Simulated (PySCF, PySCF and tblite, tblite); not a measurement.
# C₇H₁₂O: conformers and averaged spectra, part 1 of 2

Aim: find the conformers of C₇H₁₂O (`C=CC(=O)C(C)(C)C`), weigh them, and average their properties.

Programs: PySCF 2.14.0 with density-fitted response routines of our own, and tblite 0.8.0. All values are computed, except where a source is named. Atoms count from 0 throughout.

## Step 1: The starting structure

20 atoms, charge 0, multiplicity 1; geometry from: MMFF94s geometry.

Bonds of the start (Å): C0–C1 1.35, C0–H8 1.09, C0–H9 1.07, C1–C2 1.49, C1–H10 1.08, C2–C4 1.55, C2–O3 1.23, C4–C5 1.53, C4–C6 1.54, C4–C7 1.54, C5–H11 1.10, C5–H12 1.11, C5–H13 1.09, C6–H14 1.10, C6–H15 1.11, C6–H16 1.09, C7–H17 1.09, C7–H18 1.09, C7–H19 1.10.

## Step 2: GFN2-xTB relaxation, conformer 1

Job settings and geometry (Å):

```
{"job": {"xc": "GFN2-xTB", "basis": "xTB", "kind": "relax"}, "charge": 0, "multiplicity": 1}
C      3.101100    -0.440100     0.449200
C      1.829600    -0.572300     0.004300
C      0.778500     0.393900     0.415600
O      1.049800     1.349100     1.142400
C     -0.660500     0.174200    -0.119900
C     -1.205500    -1.178400     0.351400
C     -1.582000     1.290600     0.401700
C     -0.652700     0.242700    -1.657100
H      3.385700     0.379300     1.104600
H      3.860300    -1.143700     0.166500
H      1.559600    -1.399800    -0.637700
H     -0.640300    -2.020400    -0.064400
H     -1.145900    -1.258000     1.455500
H     -2.244200    -1.312200     0.059900
H     -2.612000     1.170700     0.043600
H     -1.617900     1.287200     1.513500
H     -1.234600     2.281400     0.092200
H     -0.211700     1.167400    -2.016900
H     -0.089400    -0.582200    -2.098600
H     -1.672900     0.181300    -2.054000
```

Started as:

```sh
OMP_NUM_THREADS=1 python ens_run.py task.json out
```

One launch serves the whole session.

The log of the run:

```text
step      E/eV     max force
  0    -683.83833    1.503
  1    -683.87462    1.497
  2    -683.89840    0.263
  3    -683.90402    0.356
  4    -683.91179    0.212
  5    -683.91550    0.207
  6    -683.92042    0.218
  7    -683.92353    0.180
  8    -683.92568    0.089
  9    -683.92670    0.082
 10    -683.92754    0.099
 11    -683.92848    0.089
 12    -683.92937    0.075
 13    -683.92991    0.043
 14    -683.93022    0.036
 15    -683.93022    0.036
 16    -683.93035    0.030
 17    -683.93071    0.058
 18    -683.93080    0.041
 19    -683.93093    0.050
 20    -683.93109    0.054
 21    -683.93119    0.028
 22    -683.93130    0.036
 23    -683.93143    0.052
 24    -683.93154    0.038
 25    -683.93161    0.021
 26    -683.93165    0.015
 27    -683.93170    0.021
 28    -683.93176    0.023
 29    -683.93180    0.014
 30    -683.93182    0.011
 31    -683.93185    0.013
 32    -683.93188    0.016
 33    -683.93191    0.016
 34    -683.93194    0.012
 35    -683.93196    0.011
 36    -683.93199    0.015
 37    -683.93201    0.015
 38    -683.93204    0.011
 39    -683.93206    0.010
 40    -683.93208    0.010
 41    -683.93210    0.013
 42    -683.93213    0.012
 43    -683.93214    0.009
 44    -683.93215    0.009
 45    -683.93216    0.012
 46    -683.93218    0.010
 47    -683.93219    0.008
 48    -683.93220    0.004
```

Wall time 0.33 s (1 thread of Arm Neoverse V1, shared host).

The energy fell by 0.094 eV, and the atoms moved 0.05 Å (root mean square).

## Step 3: Shieldings, conformer 1: PBE0/pcSseg-1 in chloroform

Job settings and geometry (Å):

```
{"job": {"xc": "PBE0", "basis": "pcSseg-1", "solvent": "chloroform", "kind": "nmr", "pop": true}, "charge": 0, "multiplicity": 1}
C      3.041166    -0.455361     0.425628
C      1.786831    -0.570106     0.007538
C      0.756677     0.412567     0.419394
O      1.025022     1.343785     1.144435
C     -0.657677     0.185437    -0.119672
C     -1.169511    -1.177063     0.362989
C     -1.576053     1.288819     0.408598
C     -0.628866     0.237564    -1.651937
H      3.321089     0.360346     1.073164
H      3.813410    -1.151736     0.145450
H      1.487814    -1.379214    -0.640364
H     -0.580607    -1.996694    -0.040230
H     -1.134830    -1.230751     1.449186
H     -2.201391    -1.312513     0.045662
H     -2.588798     1.149041     0.038084
H     -1.593980     1.276925     1.495454
H     -1.216014     2.263883     0.090328
H     -0.211097     1.183722    -1.989913
H     -0.036085    -0.570132    -2.073261
H     -1.642247     0.152157    -2.038720
```

The log of the run:

```text
coarse grid: 16128 points
cycle   1  E = -348.5232485689  dE =  9.227e-01  |g| = 8.106e-01  |ddm| = 3.855e+00
cycle   2  E = -348.2452746231  dE =  2.780e-01  |g| = 1.464e+00  |ddm| = 2.207e+00
cycle   3  E = -348.6503207940  dE = -4.050e-01  |g| = 1.952e-01  |ddm| = 1.685e+00
cycle   4  E = -348.6590013539  dE = -8.681e-03  |g| = 4.601e-02  |ddm| = 2.005e-01
cycle   5  E = -348.6594530952  dE = -4.517e-04  |g| = 1.400e-02  |ddm| = 5.174e-02
cycle   6  E = -348.6594971451  dE = -4.405e-05  |g| = 3.991e-03  |ddm| = 1.289e-02
cycle   7  E = -348.6595004159  dE = -3.271e-06  |g| = 1.632e-03  |ddm| = 3.820e-03
final grid: 154128 points
cycle   8  E = -348.7210813129  dE = -7.115e-05  |g| = 1.409e-02  |ddm| = 6.378e-02
cycle   9  E = -348.7210106127  dE =  7.070e-05  |g| = 2.379e-02  |ddm| = 3.312e-02
cycle  10  E = -348.7211235341  dE = -1.129e-04  |g| = 3.330e-03  |ddm| = 2.219e-02
cycle  11  E = -348.7211257027  dE = -2.169e-06  |g| = 3.537e-04  |ddm| = 2.591e-03
cycle  12  E = -348.7211257197  dE = -1.705e-08  |g| = 2.427e-04  |ddm| = 5.284e-04
cycle  13  E = -348.7211257340  dE = -1.431e-08  |g| = 4.874e-05  |ddm| = 2.351e-04
cycle  14  E = -348.7211257346  dE = -5.587e-10  |g| = 1.396e-05  |ddm| = 4.924e-05
converged SCF energy = -348.7211257346

GIAO shielding tensors (ppm)
atom      isotropic    diamagn.    paramagn.     s11        s22        s33       span
  0 C       46.358     252.217    -205.859    -75.392     35.605    178.860    254.251
  1 C       50.060     259.590    -209.530    -70.429     61.650    158.958    229.387
  2 C      -24.708     251.026    -275.733   -115.998    -55.681     97.556    213.555
  3 O     -240.646     402.286    -642.932   -774.980   -344.623    397.665   1172.645
  4 C      140.700     249.032    -108.333    123.605    136.937    161.558     37.953
  5 C      160.094     248.651     -88.557    142.634    151.147    186.501     43.867
  6 C      160.007     247.080     -87.074    148.996    149.080    181.944     32.949
  7 C      160.083     248.470     -88.387    142.631    151.129    186.489     43.858
  8 H       24.577      30.913      -6.336     21.481     23.413     28.837      7.356
  9 H       25.317      27.993      -2.676     22.596     24.823     28.533      5.937
 10 H       24.439      33.653      -9.215     19.409     22.843     31.064     11.655
 11 H       30.214      31.841      -1.627     25.867     28.870     35.905     10.038
 12 H       30.740      31.527      -0.787     26.827     28.274     37.119     10.292
 13 H       30.518      31.446      -0.927     26.836     28.604     36.114      9.279
 14 H       31.014      31.175      -0.161     27.233     29.398     36.411      9.178
 15 H       30.384      31.491      -1.107     27.072     27.496     36.584      9.511
 16 H       30.382      31.485      -1.103     27.068     27.498     36.579      9.512
 17 H       30.739      31.375      -0.636     26.826     28.274     37.116     10.290
 18 H       30.214      31.696      -1.482     25.870     28.869     35.905     10.035
 19 H       30.517      31.308      -0.791     26.833     28.606     36.112      9.279
```

It took 42 s on 1 thread of Arm Neoverse V1, shared host; peak memory 1 GiB.

Key values: HOMO -7.26 eV, LUMO -1.61 eV; dipole 3.35 D.

Orbitals, density, ELF and potential are computed afterwards from the orbital file.

Frontier orbitals at PBE0/pcSseg-1, with the share of their density that lies nearest to each atom:

```
orbital  energy (eV)                                   lies on
   HOMO        -7.26   O3 57 %; C4 12 %; C1, C2 about 9 % each
   LUMO        -1.61  C0, C2 about 24 % each; O3 18 %; C1 12 %
```

ELF in a plane through or near 10 of the atoms.

Ten even steps from '0' (0.00) to '9' (1.00):
```
0000000000000000000000000000
0000000000000000000000000000
0000000000001000000000000000
0000000000345410000000000000
0000002001788840011000000000
0000059801884950353100000000
0000099970674711544552000000
0000079980156414455998100000
0000047663457577939999300000
0001687857694971878999100000
0007999583563442420352000000
0006999436871135300000000000
0002998019992001000000000000
0000141029991000000000000000
0000000007950000000000000000
0000000000100000000000000000
0000000000000000000000000000
0000000000000000000000000000
0000000000000000000000000000
0000000000000000000000000000
```
The map spans 13.1 Å across and 9.0 Å up, centred on the molecule. Atoms in the plane (x, y in Å): C0 (-3.1, 0.3), C1 (-1.9, -0.2), C2 (-0.7, 0.7), O3 (-0.8, 1.9), C4 (0.7, 0.0), C6 (1.8, 1.1), H8 (-3.3, 1.3), H9 (-4.0, -0.4), H10 (-1.7, -1.3), H14 (2.7, 0.7).

On the surface of density 0.002 e/bohr³ the electrostatic potential runs, from the 1st to the 99th percentile, from -1.98 V near O3 to 1.25 V near H10.

## Step 4: Couplings, conformer 1: B3LYP/6-31G*+pcJ-1

The job, as its differences from that of step 3:

```diff
@@ -1,2 +1,2 @@
-{"job": {"xc": "PBE0", "basis": "pcSseg-1", "solvent": "chloroform", "kind": "nmr", "pop": true}, "charge": 0, "multiplicity": 1}
+{"job": {"xc": "B3LYP", "basis": {"default": "6-31G*", "H": "pcJ-1"}, "nuclei": ["H", "F", "P", "Si", "B"], "kind": "j"}, "charge": 0, "multiplicity": 1}
 C      3.041166    -0.455361     0.425628
```

The log of the run:

```text
coarse grid: 16128 points
cycle   1  E = -349.0722156917  dE =  8.986e-01  |g| = 9.013e-01  |ddm| = 3.773e+00
cycle   2  E = -348.5630895704  dE =  5.091e-01  |g| = 1.808e+00  |ddm| = 2.787e+00
cycle   3  E = -349.2319354846  dE = -6.688e-01  |g| = 2.834e-01  |ddm| = 2.218e+00
cycle   4  E = -349.2509312191  dE = -1.900e-02  |g| = 6.800e-02  |ddm| = 3.264e-01
cycle   5  E = -349.2519231023  dE = -9.919e-04  |g| = 2.237e-02  |ddm| = 7.660e-02
cycle   6  E = -349.2520426657  dE = -1.196e-04  |g| = 7.029e-03  |ddm| = 2.471e-02
cycle   7  E = -349.2520531314  dE = -1.047e-05  |g| = 2.958e-03  |ddm| = 7.757e-03
cycle   8  E = -349.2520553397  dE = -2.208e-06  |g| = 5.780e-04  |ddm| = 3.387e-03
final grid: 154128 points
cycle   9  E = -349.1894028304  dE = -7.207e-05  |g| = 8.650e-03  |ddm| = 4.553e-02
cycle  10  E = -349.1893877653  dE =  1.507e-05  |g| = 1.185e-02  |ddm| = 1.775e-02
cycle  11  E = -349.1894203972  dE = -3.263e-05  |g| = 3.318e-03  |ddm| = 1.230e-02
cycle  12  E = -349.1894225319  dE = -2.135e-06  |g| = 3.019e-04  |ddm| = 2.987e-03
cycle  13  E = -349.1894225476  dE = -1.565e-08  |g| = 1.552e-04  |ddm| = 4.371e-04
cycle  14  E = -349.1894225534  dE = -5.839e-09  |g| = 3.607e-05  |ddm| = 1.820e-04
cycle  15  E = -349.1894225537  dE = -2.550e-10  |g| = 1.937e-05  |ddm| = 4.748e-05
converged SCF energy = -349.1894225537

Indirect spin-spin couplings (Hz)
  i      j    bonds     total        FC       PSO       DSO        SD
  8 H    9 H    2      0.740     1.545     2.719    -3.524         -
  8 H   10 H    3     16.621    18.235     1.530    -3.144         -
  8 H   11 H    6     -0.296    -0.025     0.491    -0.762         -
  8 H   12 H    6     -0.175    -0.009     0.272    -0.438         -
  8 H   13 H    6     -0.444    -0.096     0.758    -1.106         -
  8 H   14 H    6     -0.271     0.037     0.683    -0.991         -
  8 H   15 H    6     -0.197    -0.028     0.320    -0.489         -
  8 H   16 H    6     -0.197    -0.028     0.320    -0.489         -
  8 H   17 H    6     -0.174    -0.009     0.273    -0.439         -
  8 H   18 H    6     -0.296    -0.026     0.492    -0.762         -
  8 H   19 H    6     -0.444    -0.095     0.758    -1.106         -
  9 H   10 H    3     11.226    11.718     0.097    -0.589         -
  9 H   12 H    6     -0.225    -0.003     0.408    -0.630         -
  9 H   13 H    6     -0.412    -0.119     0.650    -0.943         -
  9 H   15 H    6     -0.334    -0.027     0.600    -0.907         -
  9 H   16 H    6     -0.334    -0.027     0.601    -0.908         -
  9 H   17 H    6     -0.225    -0.003     0.408    -0.630         -
  9 H   19 H    6     -0.412    -0.118     0.650    -0.944         -
 10 H   11 H    5      0.763    -0.190    -2.098     3.052         -
 10 H   15 H    5     -0.267     0.046     0.757    -1.069         -
 10 H   16 H    5     -0.267     0.046     0.757    -1.069         -
 10 H   18 H    5      0.766    -0.186    -2.094     3.045         -
 11 H   12 H    2    -13.411   -13.038     1.851    -2.224         -
 11 H   13 H    2    -14.113   -13.734     1.880    -2.259         -
 11 H   14 H    4     -0.365     0.062     1.017    -1.444         -
 11 H   15 H    4     -0.276     0.171     1.042    -1.489         -
 11 H   16 H    4      3.710     4.233     1.315    -1.838         -
 11 H   17 H    4     -0.362     0.060     1.034    -1.456         -
 11 H   18 H    4      0.336    -0.155    -1.090     1.580         -
 11 H   19 H    4     -0.376    -0.256     0.304    -0.424         -
 12 H   13 H    2    -14.235   -13.826     1.898    -2.307         -
 12 H   14 H    4     -0.391    -0.237     0.366    -0.520         -
 12 H   15 H    4      0.357    -0.099    -1.071     1.527         -
 12 H   16 H    4     -0.455    -0.015     1.048    -1.488         -
 12 H   17 H    4      2.969     3.474     1.324    -1.829         -
 12 H   18 H    4     -0.360     0.062     1.034    -1.456         -
 12 H   19 H    4     -0.618    -0.170     1.079    -1.527         -
 13 H   14 H    4      0.345    -0.125    -1.087     1.557         -
 13 H   15 H    4     -0.324    -0.230     0.207    -0.301         -
 13 H   17 H    4     -0.616    -0.168     1.079    -1.528         -
 13 H   18 H    4     -0.375    -0.256     0.302    -0.421         -
 13 H   19 H    4      0.388     0.002    -0.904     1.290         -
 14 H   15 H    2    -12.935   -12.532     1.916    -2.319         -
 14 H   16 H    2    -12.932   -12.528     1.916    -2.320         -
 14 H   17 H    4     -0.391    -0.237     0.366    -0.520         -
 14 H   18 H    4     -0.363     0.063     1.016    -1.443         -
 14 H   19 H    4      0.347    -0.125    -1.089     1.561         -
 15 H   16 H    2    -14.887   -14.566     1.787    -2.108         -
 15 H   17 H    4     -0.456    -0.016     1.048    -1.488         -
 15 H   18 H    4      3.710     4.232     1.315    -1.838         -
 16 H   17 H    4      0.358    -0.098    -1.071     1.526         -
 16 H   18 H    4     -0.278     0.170     1.042    -1.490         -
 16 H   19 H    4     -0.324    -0.230     0.207    -0.301         -
 17 H   18 H    2    -13.387   -13.013     1.852    -2.227         -
 17 H   19 H    2    -14.225   -13.816     1.898    -2.307         -
 18 H   19 H    2    -14.112   -13.733     1.880    -2.259         -
```

Run time: 50 s. Hardware: 1 thread of Arm Neoverse V1, shared host; peak memory 1.1 GiB.

Key values: HOMO -6.64 eV, LUMO -1.52 eV; dipole 2.49 D.

(Continued in part 2 of 2.)
